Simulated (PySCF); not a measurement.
**[La(BH4)2]+: other functionals and bases at one geometry**

One table from this session's results is given with a row withheld; the runs are named, their logs left out.

Method: several levels, as the steps say, no spin–orbit coupling; program: PySCF 2.14.0.

1 further run of the same task is left out (for a known fault of the program).

### The starting structure

11 atoms, charge 1, spin multiplicity 1.

Bond lengths: La1–B2 2.514 Å, La1–H4 2.274 Å, La1–H5 2.378 Å, La1–H6 2.278 Å, La1–B7 2.514 Å, La1–H9 2.274 Å, La1–H10 2.377 Å, La1–H11 2.278 Å, B2–H3 1.199 Å, B2–H4 1.270 Å, B2–H5 1.258 Å, B2–H6 1.273 Å, B7–H8 1.199 Å, B7–H9 1.270 Å, B7–H10 1.258 Å, B7–H11 1.273 Å. Angles: B2–La1–H4 30.2°, B2–La1–H5 29.6°, B2–La1–H6 30.3°, B2–La1–B7 109.1°, B2–La1–H9 86.1°, B2–La1–H10 137.0°, B2–La1–H11 100.3°, H4–La1–H5 51.4°, H4–La1–H6 51.8°, H4–La1–B7 86.1°, H4–La1–H9 73.1°, H4–La1–H10 115.7°, H4–La1–H11 70.8°, H5–La1–H6 51.0°, H5–La1–B7 137.0°, H5–La1–H9 115.7°, H5–La1–H10 166.3°, H5–La1–H11 119.2° and more.

Coordinates:

```xyz
11
charge 1, multiplicity 1
La    0.0000    0.0000   -0.5353
B     2.0478    0.0048    0.9234
H     2.9646    0.0314    1.6964
H     1.1128   -0.7725    1.2911
H     2.3370   -0.3343   -0.2526
H     1.4556    1.1260    0.8069
B    -2.0478   -0.0048    0.9235
H    -2.9647   -0.0314    1.6964
H    -1.1128    0.7724    1.2913
H    -2.3368    0.3343   -0.2525
H    -1.4556   -1.1260    0.8070
```

Formal oxidation states: La +3. An earlier session relaxed this geometry at PBE0, La def2-SVP with ECP46, B def2-SVP, H def2-SVP (singlet, point group C2).

At PBE0 on the finer grid: E = -85.742904 Eh, HOMO -13.62 eV, LUMO -7.47 eV, Mulliken charge on La1 +1.24 e, largest force component 0.017 eV/Å. 

Levels to run: r2SCAN; TPSS; PBE0, TZVP. Hardware: 2 threads of Arm Neoverse V2, shared host.

Set-up of the first run:

run.py (the lines that set the calculation) reads:

```python
mol = gto.M(atom='''
La    -0.00003    -0.00002    -0.53535
B      2.04781     0.00478     0.92341
H      2.96456     0.03145     1.69644
H      1.11281    -0.77246     1.29112
H      2.33696    -0.33428    -0.25256
H      1.45559     1.12601     0.80688
B     -2.04780    -0.00478     0.92348
H     -2.96466    -0.03141     1.69639
H     -1.11280     0.77244     1.29125
H     -2.33681     0.33430    -0.25253
H     -1.45564    -1.12604     0.80697''',
    basis={'La': 'def2-SVP', 'B': 'def2-SVP', 'H': 'def2-SVP'},
    ecp={'La': 'def2-SVP'},
    charge=1, spin=0)
mf = dft.RKS(mol, xc='R2SCAN')
mf.grids.atom_grid = (75, 302)  # f atoms: unpruned, at least (60, 302)
mf = mf.density_fit()  # fitting sets: La def2-universal-JKFIT, B def2-universal-JKFIT, H def2-universal-JKFIT
mf.conv_tol = 1e-08; mf.max_cycle = 55
mf.kernel(dm0)  # dm0: the density of the relaxed state
```

The run is started by

```console
> OMP_NUM_THREADS=2 python run.py
```

Steps of the session up to this table: r2SCAN; TPSS; PBE0, TZVP.

One table of the session follows, with a row left open; its other results are not shown here.

| level | HOMO (eV) | gap (eV) | charge on La1 (e) | dipole (D) | largest force component (eV/Å) |
| --- | --- | --- | --- | --- | --- |
| PBE0 (relaxed here) | -13.62 | 6.15 | 1.24 | 5.24 | 0.02 |
| r2SCAN | -12.56 | 4.67 | 1.25 | 5.16 | 0.28 |
| TPSS | -12.47 | 4.41 | 1.22 | 5.14 | 0.29 |
| PBE0, TZVP | ? | ? | ? | ? | ? |

Estimate the missing values for PBE0, TZVP.

**Answer.** HOMO (eV): -13.66; gap (eV): 6.21; charge on La1 (e): 1.37; dipole (D): 5.20; largest force component (eV/Å): 0.24. In the column «HOMO (eV)» it is the lowest.

The dipole of a charged species depends on the origin, so these sizes hold for this origin alone.

In one basis the HOMO–LUMO gap runs from 4.41 eV (TPSS) to 6.15 eV (PBE0). The largest leftover force, 0.29 eV/Å with TPSS, stands at a geometry relaxed at another level. Total energies of different levels can't be compared.
